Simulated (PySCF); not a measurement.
# One shape, several levels: SnH2SClF (SMILES [F][SnH]([SH])[Cl])

We compute a comparison of 6 runs (HF/STO-3G, HF/def2-SVP, HF/def2-SVPD, PBE0/def2-SVP, MP2/3-21G, MP2/def2-SVPD) of SnH2SClF. 

Program for the calculation: PySCF 2.14.0.

## (1) The structure to begin with

SnH2SClF has 6 atoms, charge 0, and is taken as a singlet. SMILES: `[F][SnH]([SH])[Cl]`. The coordinates come from a PBE0-D4/def2-TZVP relaxation. This is one conformer, not always the lowest.

Bond lengths: F1–Sn2 1.911 Å, Sn2–S3 2.366 Å, Sn2–Cl4 2.307 Å, Sn2–H5 1.693 Å, S3–H6 1.345 Å. Angles: F1–Sn2–S3 108.3°, F1–Sn2–Cl4 102.9°, S3–Sn2–Cl4 109.8°, F1–Sn2–H5 107.5°, S3–Sn2–H5 115.2°, Cl4–Sn2–H5 112.3°, Sn2–S3–H6 92.0°.

## (2) Energy and forces at HF/STO-3G (run 1)

calc.py

```python
import pyscf.grad
from pyscf import gto, scf

mol = gto.M(
    atom='''
F     -3.433821     0.605846    -1.548064
Sn     0.083148    -0.064818    -1.078656
S      1.500443     2.275608     2.458156
Cl     0.145131    -4.323882    -0.153446
H      1.565449     0.601689    -3.834065
H      0.219208     0.784614     4.068769
''',
    verbose=4,
    spin=0,
    unit='bohr',
    max_memory=1860,
    basis='sto-3g',
)

mf = scf.RHF(mol)
mf.conv_tol = 1e-10
mf.kernel()
if not mf.converged:
    mf = mf.newton().run(mf.mo_coeff, mf.mo_occ)

e_final = mf.e_tot
print('Final energy', e_final)
grad = mf.Gradients().kernel()
dip = mf.dip_moment()
pop, q = mf.mulliken_pop()
```

Run with:

```console
OMP_NUM_THREADS=1 python calc.py
```

Standard output:

```text
PySCF version 2.14.0

[... 60 lines left out ...]
converged SCF energy = -6910.37226972998
Final energy -6910.372269729977
[... 12 lines left out ...]
Dipole moment(X, Y, Z, Debye):  0.89772,  2.19866, -0.60989
[... 59 lines left out ...]
charge of    5H =     -0.03082
```

Wall time 14 s (1 thread of Intel Xeon at 2.50GHz (Skylake/Cascade Lake), shared host); peak memory 0.12 GiB.

## (3) Energy and gradient at HF/def2-SVP (core potential) (run 2)

run.py

```python
import pyscf.grad
from pyscf import gto

molecule = gto.M(
    atom=[
    ('F', (-1.817100, 0.320600, -0.819200)),
    ('Sn', (0.044000, -0.034300, -0.570800)),
    ('S', (0.794000, 1.204200, 1.300800)),
    ('Cl', (0.076800, -2.288100, -0.081200)),
    ('H', (0.828400, 0.318400, -2.028900)),
    ('H', (0.116000, 0.415200, 2.153100)),
],
    charge=0,
    ecp={'Sn': 'def2-svp'},
    max_memory=1860,
    basis='def2-svp',
    verbose=3,
    spin=0,
)

myscf = molecule.RHF()
myscf.conv_tol = 1e-10
myscf.kernel()
if not myscf.converged:
    myscf = myscf.newton().run(myscf.mo_coeff, myscf.mo_occ)

etot = myscf.e_tot
print(f'total energy: {etot:.8f} hartree')
grad = myscf.Gradients().kernel()
myscf.analyze()
```

Run with:

```console
OMP_NUM_THREADS=1 python run.py
```

Standard output:

```text
converged SCF energy = -1170.7206896793
[... 19 lines left out ...]
MO #9   energy= -6.67366385596105  occ= 2
[... 10 lines left out ...]
MO #20  energy= -1.39938093568838  occ= 2
[... 10 lines left out ...]
MO #31  energy= -0.472765371355467 occ= 2
[... 10 lines left out ...]
MO #42  energy= 0.389072678626185  occ= 0
[... 10 lines left out ...]
MO #53  energy= 0.909891624002002  occ= 0
[... 10 lines left out ...]
MO #64  energy= 1.23010635198743   occ= 0
[... 10 lines left out ...]
MO #75  energy= 2.01975041571725   occ= 0
[... 10 lines left out ...]
MO #86  energy= 52.3605351741169   occ= 0
[... 7 lines left out ...]
Dipole moment(X, Y, Z, Debye):  2.15327,  0.65010, -0.14633
```

It took 20 s on 1 thread of Intel Xeon at 2.50GHz (Skylake/Cascade Lake), shared host; peak memory 0.17 GiB.

Run 3 isn't shown in full; the table further down has it.

## (4) Energy and gradient at PBE0/def2-SVP (core potential) (run 4)

calc.py

```python
import pyscf.grad
from pyscf import gto, dft

mol = gto.Mole()
mol.atom = '''
F   -1.817100   0.320600  -0.819200
Sn   0.044000  -0.034300  -0.570800
S    0.794000   1.204200   1.300800
Cl   0.076800  -2.288100  -0.081200
H    0.828400   0.318400  -2.028900
H    0.116000   0.415200   2.153100
'''
mol.basis = 'def2-svp'
mol.ecp = {'Sn': 'def2-svp'}
mol.spin = 0
mol.verbose = 4
mol.max_memory = 1860
mol.build()

calc0 = dft.RKS(mol)
calc0.xc = 'pbe0'
calc0.grids.level = 5
calc0.conv_tol = 1e-10
calc0.kernel()
if not calc0.converged:
    calc0 = calc0.newton().run(calc0.mo_coeff, calc0.mo_occ)

energy = calc0.e_tot
print(f'total energy: {energy:.8f} hartree')
grad = calc0.Gradients().kernel()
calc0.analyze()
```

Run with:

```console
OMP_NUM_THREADS=1 python calc.py
```

Standard output:

```text
PySCF version 2.14.0

[... 96 lines left out ...]
Two-electron Energy =                  858.702739528110442
[... 12 lines left out ...]
MO #9   energy= -5.97553410568104  occ= 2
[... 10 lines left out ...]
MO #20  energy= -1.10652893416208  occ= 2
[... 10 lines left out ...]
MO #31  energy= -0.343868655413532 occ= 2
[... 10 lines left out ...]
MO #42  energy= 0.251934097869775  occ= 0
[... 10 lines left out ...]
MO #53  energy= 0.683723034765317  occ= 0
[... 10 lines left out ...]
MO #64  energy= 0.981379826342426  occ= 0
[... 10 lines left out ...]
MO #75  energy= 1.70980185147395   occ= 0
[... 10 lines left out ...]
MO #86  energy= 51.8419947123753   occ= 0
[... 95 lines left out ...]
Dipole moment(X, Y, Z, Debye):  1.81428,  0.60489, -0.07049
```

It took 62 s on 1 thread of Intel Xeon at 2.50GHz (Skylake/Cascade Lake), shared host; peak memory 0.84 GiB.

Run 5 isn't shown in full; the table further down has it.

## (5) Energy and forces at MP2/def2-SVPD (core potential) (run 6)

mol.xyz

```xyz
6

F     -1.817100     0.320600    -0.819200
Sn     0.044000    -0.034300    -0.570800
S      0.794000     1.204200     1.300800
Cl     0.076800    -2.288100    -0.081200
H      0.828400     0.318400    -2.028900
H      0.116000     0.415200     2.153100
```

calc.py

```python
# [F][SnH]([SH])[Cl]
from pyscf import gto, scf, mp

mol = gto.M(
    atom='mol.xyz',
    ecp={'Sn': 'def2-svp'},
    basis='def2-svpd',
    charge=0,
    verbose=3,
    max_memory=1860,
)

mf = scf.RHF(mol)
mf.conv_tol = 1e-10
mf.kernel()
if not mf.converged:
    mf = mf.newton().run(mf.mo_coeff, mf.mo_occ)

pt = mp.MP2(mf, frozen=15).run()
energy = pt.e_tot
print('E(%s) = %.9f' % ('MP2', energy))
grad = pt.nuc_grad_method().kernel()
dip = mf.dip_moment()
pop, q = mf.mulliken_pop()
```

Run with:

```console
OMP_NUM_THREADS=1 python calc.py
```

Standard output:

```text
converged SCF energy = -1170.74500639651
[... 12 lines left out ...]
Dipole moment(X, Y, Z, Debye):  2.17474,  0.77672, -0.18385
[... 132 lines left out ...]
charge of    5H =      0.26014
```

Wall time 1.7 min (1 thread of Intel Xeon at 2.50GHz (Skylake/Cascade Lake), shared host); peak memory 2 GiB.

## (6) The series

```csv
run,level,core potential,integration grid,energy (Eh),dipole moment (D) of the reference,HOMO energy (eV),LUMO energy (eV),wall time
1,HF/STO-3G,–,–,-6910.372270,2.45,-7.98,7.41,14 s
2,HF/def2-SVP (core potential),def2-svp,–,-1170.720690,2.25,-11.14,2.20,20 s
3,HF/def2-SVPD (core potential),def2-svp,–,-1170.745006,2.32,-11.23,1.31,64 s
4,PBE0/def2-SVP (core potential),def2-svp,5,-1173.091232,1.91,-8.14,-1.66,62 s
5,MP2/3-21G,–,–,-6949.575292,2.01,-11.52,1.72,25 s
6,MP2/def2-SVPD (core potential),def2-svp,–,-1171.346720,2.32,-11.23,1.31,1.7 min
```

## (7) Results

```
                                           quantity           value
                                run 6: total energy  -1171.34672 Eh
        run 6: dipole moment (Hartree–Fock density)          2.32 D
         run 6: HOMO energy (Hartree–Fock orbitals)       -11.23 eV
         run 6: LUMO energy (Hartree–Fock orbitals)         1.31 eV
       run 6: HOMO–LUMO gap (Hartree–Fock orbitals)        12.54 eV
run 6: correlation energy (15 core orbitals frozen)      -601.7 mEh
                    run 6: largest force on an atom      0.995 eV/Å
```

What this shows: Over runs 1, 2, 3, 4 the dipole moment (its size) runs from 1.91 D (PBE0/def2-SVP) to 2.45 D (HF/STO-3G). The two ends differ in method and basis and core potential. Over runs 1, 2, 3, 4 the HOMO–LUMO gap runs from 6.47 eV (PBE0/def2-SVP) to 15.39 eV (HF/STO-3G). Some runs of one species differ in core potentials or relativity; totals across that change don't compare. In run 1 the basis is minimal, so the values are rough. In runs 1, 5 relativity is left out where basis or elements ask for it. All runs together took 4.8 min, the longest 1.7 min.
